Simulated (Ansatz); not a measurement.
# HLiO2Zn: a dynamics run in two tries

Aim: a short trajectory for this system. SMILES of the start: [Li][O][Zn][OH].

All numbers below are computed with Ansatz 0.2.0 (RKS PBE0/def2-SVP).

## (1) The starting structure

Bond lengths: Li1–O2 1.680 Å, O2–Zn3 1.725 Å, Zn3–O4 1.802 Å, O4–H5 0.964 Å. Angles: Li1–O2–Zn3 166.4°, O2–Zn3–O4 162.8°, Zn3–O4–H5 110.5°.

As a file:

```xyz
5

Li    1.1852   -2.4240    1.6174
O     0.6479   -1.0178    0.8725
Zn   -0.0516    0.1645   -0.1706
O    -0.2723    1.5773   -1.2678
H    -1.1202    1.5223   -1.7235
```

## (2) The run

Input file input.yaml:

```yaml
crystal:
  periodic: [false, false, false]
  atoms:
    - { symbol: Li, position_ang: [1.18519, -2.424043, 1.617418] }
    - { symbol: O, position_ang: [0.647928, -1.017766, 0.872486] }
    - { symbol: Zn, position_ang: [-0.051574, 0.164505, -0.170639] }
    - { symbol: O, position_ang: [-0.272256, 1.577261, -1.267768] }
    - { symbol: H, position_ang: [-1.120194, 1.522343, -1.723531] }
basis:
  gaussian: { orbitals: def2-SVP }
hamiltonian:
  xc: pbe0
md:
  timestep: 0.25
  n_steps: 25
  ensemble: npt_langevin
  temperature: 100.0
  initial_velocities: maxwell_boltzmann
  seed: 524809
  friction: 0.02
  pressure: 1.0
scf:
  lower_state_search: "off"
```

Launch:

```bash
ansatz run input.yaml --threads 1 --pin off --max-ram 2048MiB --backend cpu --events-out ev --progress --plain --runs-dir out
```

Before running it: what results should come out? Wanted: first try.

The runs gave:

| quantity | value |
| --- | --- |
| first try | refused |
| cause | a barostat needs a periodic cell, and a molecule in free space has none |

The fault in the first input was caught at the input check and cost nothing.
